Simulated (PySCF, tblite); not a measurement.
**C₄H₁₃NOSi₃: geometry, infrared bands and NMR shifts**

Aim: predict the infrared bands and NMR shifts of C₄H₁₃NOSi₃ (`C#C[Si@@H](N)[Si@](C)(O)[SiH2]C`).

Programs: tblite 0.8.0 and PySCF 2.14.0, with density-fitted response routines of our own. Each step states its level of theory. These are calculated values for one molecule in the gas phase, unless marked as measured. Atoms are numbered from 0 throughout.

**1. The starting structure**

22 atoms, charge 0, multiplicity 1; geometry from: force field or distance geometry start.

Bonds of the start (Å): C0–C1 1.22, C1–Si2 1.81, Si2–N3 1.78, Si2–Si4 2.24, Si4–C5 1.85, Si4–O6 1.71, Si4–Si7 2.23, Si7–C8 1.87, C0–H9 1.08, Si2–H10 1.48, N3–H11 1.03, N3–H12 1.05, C5–H13 1.08, C5–H14 1.11, C5–H15 1.12, O6–H16 0.99, Si7–H17 1.49, Si7–H18 1.46, C8–H19 1.12, C8–H20 1.13, C8–H21 1.10.

**2. Optimising the geometry with GFN2-xTB**

The job: settings as JSON, then the geometry in Å.

```
{"job": {"kind": "relax", "xc": "GFN2-xTB", "basis": "xTB"}, "charge": 0, "multiplicity": 1}
C     -2.593700     0.239000     2.600500
C     -2.303500    -0.050900     1.447100
Si    -1.827600    -0.524700    -0.236600
N     -3.078400    -0.075700    -1.425500
Si     0.201400     0.266900    -0.757500
C      0.526700     1.650800     0.421100
O      0.154700     0.768600    -2.390400
Si     1.756300    -1.321000    -0.549100
C      3.040200    -0.672300     0.646700
H     -2.863100     0.486400     3.614700
H     -1.706400    -1.999600    -0.216600
H     -2.814500     0.777000    -1.938700
H     -3.986100     0.126300    -0.939100
H     -0.269300     2.382100     0.352300
H      0.512400     1.229500     1.443400
H      1.510300     2.142700     0.221200
H      0.150200    -0.033600    -2.975000
H      1.186100    -2.578800     0.017600
H      2.430900    -1.579900    -1.823300
H      3.919600    -1.361200     0.568200
H      3.407700     0.324000     0.257600
H      2.635800    -0.577100     1.660600
```

On the command line:

```sh
> OMP_NUM_THREADS=1 python probes_run.py task.json out
```

The driver reads the jobs from task.json and runs them one after another.

**Question.** This job is followed by: GFN2-xTB harmonic vibrations, gas phase; GIAO PBE0/pcSseg-1 NMR shielding, non-relativistic, gas phase. Predict these results of the whole session: strongest single infrared mode (GFN2-xTB); zero-point energy (GFN2-xTB); ¹³C shifts against TMS (PBE0/pcSseg-1); ¹H shifts against TMS (PBE0/pcSseg-1, means over atoms taken as alike); ²⁹Si shifts against TMS (PBE0/pcSseg-1); ¹⁵N shifts against NH3 (PBE0/pcSseg-1); ¹⁷O shifts against H2O (PBE0/pcSseg-1); surface potential, 1st and 99th percentile.

The runs gave:

| quantity | value |
| --- | --- |
| strongest single infrared mode (GFN2-xTB) | 2150 cm⁻¹, 363 km/mol |
| zero-point energy (GFN2-xTB) | 98.3 kcal/mol |
| ¹³C shifts against TMS (PBE0/pcSseg-1) | 102.2, 92.5, 3.0, -11.2 ppm |
| ¹H shifts against TMS (PBE0/pcSseg-1, means over atoms taken as alike) | 4.85, 3.98, 3.94, 2.01, 0.62, 0.53, 0.43, -0.03 ppm |
| ²⁹Si shifts against TMS (PBE0/pcSseg-1) | 2.2, -64.5, -79.2 ppm |
| ¹⁵N shifts against NH3 (PBE0/pcSseg-1) | 12.0 ppm |
| ¹⁷O shifts against H2O (PBE0/pcSseg-1) | 13.9 ppm |
| surface potential, 1st and 99th percentile | -1.25 V and 1.95 V |

In words: The optimisation took 261 steps and gained 0.861 eV; among the close pairs (by a distance rule), Si4–Si7 changed most, from 2.232 to 2.327 Å. All 60 modes are real, so the xTB geometry is a minimum. The strongest single mode, at 2150 cm⁻¹, moves mainly H10. Unscaled tight-binding wavenumbers are off by several per cent, some by more. Its intensities can rank the bands wrongly. At PBE0/pcSseg-1: Shielding is most anisotropic at C1 (span 299 ppm, paramagnetic term -170 ppm). At PBE0/pcSseg-1, counted by nearest atom on the grid, the HOMO lies on Si4 21 %; Si2, Si7 about 15 % each, the LUMO on Si2, Si4 about 16 % each; C0, C1 about 7 % each.
